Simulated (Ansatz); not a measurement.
# H2RuSi: the cost of one run

Program: Ansatz 0.2.0, Gaussian basis. Level of theory: def2-TZVPP, core rule «outside noble gas», up to 9 orbitals frozen. These are calculated values, not measurements.

To be run: UHF; CCSD(T) on ROHF; CCSD(T) on UHF; CCSDT(Q) on ROHF; CCSDT(Q) on UHF; CASSCF and NEVPT2, 13 electrons in 12 orbitals.

2 further runs of the same task are left out: 2 set aside as unsound or not needed.

## 1. What is computed

The geometry is a PBE0/def2-TZVP stationary point (not a proven minimum). No spin-orbit coupling is included. Elements past krypton take def2 core potentials.

4 atoms, charge 1, spin multiplicity 2.

Atoms are counted from 1 here; the program's logs count them from 0.

Bond lengths: Ru1–Si2 2.207 Å, Si2–H3 1.486 Å, Si2–H4 1.486 Å. Angles: Ru1–Si2–H3 124.7°, Ru1–Si2–H4 124.7°, H3–Si2–H4 110.6°.

## 2. UHF

in.yaml

```yaml
crystal:
  periodic: [false, false, false]
  atoms:
    - {symbol: Ru, position_ang: [0.000000, 0.000000, 0.519558]}
    - {symbol: Si, position_ang: [0.000000, 0.000000, -1.687844]}
    - {symbol: H, position_ang: [0.000000, 1.222304, -2.533795]}
    - {symbol: H, position_ang: [0.000000, -1.222304, -2.533795]}
basis:
  gaussian: {orbitals: def2-TZVPP}
total_charge: 1
magnetization: {spin_polarized: true, initial_magnetization: 1}
hamiltonian: {xc: hf}
output: {orbitals: {seedname: orbitals}}
```

Run with:

```console
$ ansatz run in.yaml --threads 1 --pin off --events-out ev --progress --plain --max-ram 4096MiB --backend cpu
```

Q: Estimate wall time and peak memory on 1 thread of AMD EPYC 7R13, shared host.

About 2.4 min, with a peak of 0.34 GiB.
